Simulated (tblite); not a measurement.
# C6H9BCl2O: the cost of one run

The runs use tblite 0.8.0 and PySCF 2.14.0, with density-fitted response routines of our own; the level of theory stands in each step. All values are computed, except where a source is named. Atoms are numbered from 0 throughout.

## 1. Starting geometry

19 atoms, charge 0, multiplicity 1; geometry from: force field or distance geometry start.

Bonds of the start (Å): C0–C1 1.50, C1–C2 1.48, C2–O3 1.22, C2–C4 1.49, C4–C5 1.47, C5–C6 1.32, C6–B7 1.58, B7–Cl8 1.85, B7–Cl9 1.84, C0–H10 1.11, C0–H11 1.12, C0–H12 1.10, C1–H13 1.13, C1–H14 1.11, C4–H15 1.11, C4–H16 1.12, C5–H17 1.09, C6–H18 1.12.

## 2. Geometry optimisation with GFN2-xTB

The job: settings as JSON, then the geometry in Å.

```
{"job": {"kind": "relax", "xc": "GFN2-xTB", "basis": "xTB"}, "charge": 0, "multiplicity": 1}
C      2.730300     0.711400    -0.173000
C      1.727700    -0.182900     0.487600
C      0.824400    -0.913800    -0.422200
O      1.240200    -1.924600    -0.953100
C     -0.555200    -0.444500    -0.718000
C     -1.633400    -1.091200     0.036500
C     -2.467600    -0.451800     0.842800
B     -2.392700     1.108400     1.080000
Cl    -3.024300     1.710700     2.706700
Cl    -2.522000     2.293700    -0.318600
H      3.714400     0.209000    -0.249000
H      2.890000     1.610400     0.481600
H      2.392100     1.127700    -1.133800
H      2.252100    -0.973900     1.108300
H      1.119300     0.420500     1.187200
H     -0.723100    -0.640100    -1.797300
H     -0.577500     0.644500    -0.477100
H     -1.757900    -2.166600    -0.051000
H     -3.246400    -1.037500     1.385200
```

Launch:

```
$ OMP_NUM_THREADS=1 python probes_run.py task.json out
```

One launch serves the whole session: the jobs run in the order shown.

**Question.** How long does this first job take on 1 thread of Arm Neoverse N1, shared host?

About 2 s.
